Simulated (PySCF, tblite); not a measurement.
**C6H6F3P: geometry, infrared bands and NMR shifts**

Aim: predict the infrared bands and NMR shifts of C6H6F3P (`FC(F)(F)P1C=CCC=C1`).

Programs: tblite 0.8.0 and PySCF 2.14.0, with density-fitted response routines of our own. Each step states its level of theory. These are calculated values for one molecule in the gas phase, unless marked as measured. Atoms are numbered from 0 throughout.

### Step 1. Starting geometry

16 atoms, charge 0, multiplicity 1; geometry from: force field or distance geometry start.

Bonds of the start (Å): F0–C1 1.33, C1–F2 1.33, C1–F3 1.34, C1–P4 1.76, P4–C5 1.85, C5–C6 1.33, C6–C7 1.51, C7–C8 1.50, C8–C9 1.33, C9–P4 1.83, C5–H10 1.09, C6–H11 1.09, C7–H12 1.10, C7–H13 1.10, C8–H14 1.09, C9–H15 1.09.

### Step 2. Optimising the geometry with GFN2-xTB

Job settings and geometry (Å):

```
{"job": {"kind": "relax", "xc": "GFN2-xTB", "basis": "xTB"}, "charge": 0, "multiplicity": 1}
F      2.017200    -1.415200    -0.438100
C      2.484700    -0.208900    -0.115600
F      3.164500     0.357100    -1.107400
F      3.210400    -0.242200     1.008300
P      1.119100     0.843600     0.241200
C      0.052200     0.710500    -1.259300
C     -1.237400     0.384900    -1.167500
C     -1.993000     0.003100     0.077000
C     -1.168800    -0.324200     1.287100
C      0.124800    -0.074100     1.480700
H      0.469900     0.934100    -2.237700
H     -1.826200     0.361900    -2.080600
H     -2.720000     0.792200     0.329000
H     -2.580900    -0.898200    -0.171500
H     -1.716300    -0.821300     2.085200
H      0.592100    -0.394400     2.416700
```

Run with:

```console
$ OMP_NUM_THREADS=1 python probes_run.py task.json out
```

The driver reads the jobs from task.json and runs them one after another.

**Question.** This job is followed by: GFN2-xTB harmonic vibrations, gas phase; GIAO PBE0/pcSseg-1 NMR shielding, non-relativistic, gas phase. What will the session give for the following? strongest single infrared mode (GFN2-xTB); zero-point energy (GFN2-xTB); ¹³C shifts against TMS (PBE0/pcSseg-1, means over atoms taken as alike); ¹H shifts against TMS (PBE0/pcSseg-1, means over atoms taken as alike); ¹⁹F shifts against CFCl3 (PBE0/pcSseg-1, means over atoms taken as alike); ³¹P shifts against H3PO4 (PBE0/pcSseg-1); surface potential, 1st and 99th percentile.

**Answer**, as computed:

```
                                                                 quantity                          value
                                strongest single infrared mode (GFN2-xTB)          1043 cm⁻¹, 253 km/mol
                                             zero-point energy (GFN2-xTB)                  66.2 kcal/mol
  ¹³C shifts against TMS (PBE0/pcSseg-1, means over atoms taken as alike)  139.9, 139.9, 128.8, 32.7 ppm
   ¹H shifts against TMS (PBE0/pcSseg-1, means over atoms taken as alike)           6.73, 6.59, 3.01 ppm
¹⁹F shifts against CFCl3 (PBE0/pcSseg-1, means over atoms taken as alike)                      -71.9 ppm
                                 ³¹P shifts against H3PO4 (PBE0/pcSseg-1)                      -57.9 ppm
                                    surface potential, 1st and 99th percentile             -0.81 V and 1.04 V
```

Relaxing lowered the energy by 0.657 eV in 62 steps; the close pair that moved most is C1–P4, from 1.761 to 1.897 Å. No mode is imaginary among the 42: a minimum at this level. The strongest single mode, at 1043 cm⁻¹, moves mainly C1. Unscaled tight-binding wavenumbers are off by several per cent, some by more. Its intensities can rank the bands wrongly. At PBE0/pcSseg-1: Shielding is most anisotropic at C6, C8 (span 241 ppm, paramagnetic term -207 ppm). At PBE0/pcSseg-1, counted by nearest atom on the grid, the HOMO lies on P4 36 %; C6, C8 about 12 % each, the LUMO on P4 19 %; C6, C8 about 13 % each.
